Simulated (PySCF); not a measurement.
# Ta3 (Ta3+): the cost of one run

Method: several levels, as the steps say, no spin–orbit coupling; program: PySCF 2.14.0.

2 further runs of the same task are left out: 2 for a known fault of the program.

**1. Where the work starts**

3 atoms, charge 1, spin multiplicity 3.

Bond lengths: Ta1–Ta2 2.445 Å, Ta1–Ta3 2.445 Å, Ta2–Ta3 2.445 Å. Angles: Ta2–Ta1–Ta3 60.0°, Ta1–Ta2–Ta3 60.0°, Ta1–Ta3–Ta2 60.0°.

Coordinates:

```xyz
3

Ta    1.41146    0.00001    0.00000
Ta   -0.70574    1.22236    0.00000
Ta   -0.70573   -1.22236    0.00000
```

An earlier session relaxed this geometry at PBE0, Ta def2-SVP with ECP60 (triplet, point group D3h).

At PBE0 on the finer grid: E = -170.519862 Eh, HOMO -9.22 eV, LUMO -7.06 eV (over both spins), ⟨S²⟩ = 2.445, Mulliken charge on Ta1 +0.34 e, largest force component 0.043 eV/Å. The state is spin-contaminated.

Levels to run: wB97X; PBE; HF; r2SCAN; PBE0, TZVP; PBE0, x2c-SVP. Hardware: 2 threads of Arm Neoverse V2, shared host.

**2. wB97X**

run.py (the lines that set the calculation)

```python
mol = gto.M(atom='''
Ta     1.41146     0.00001     0.00000
Ta    -0.70574     1.22236     0.00000
Ta    -0.70573    -1.22236     0.00000''',
    basis={'Ta': 'def2-SVP'},
    ecp={'Ta': 'def2-SVP'},
    charge=1, spin=2)
mf = dft.UKS(mol, xc='WB97X')
mf.grids.atom_grid = (75, 302)
mf = mf.density_fit()  # fitting sets: Ta def2-universal-JKFIT
mf.conv_tol = 1e-08; mf.max_cycle = 55
mf.kernel(dm0)  # dm0: the density of the relaxed state
```

On the command line:

```bash
$ OMP_NUM_THREADS=2 python run.py
```

**Question.** How long does this run take on 2 threads of Arm Neoverse V2, shared host?

About 10 s.
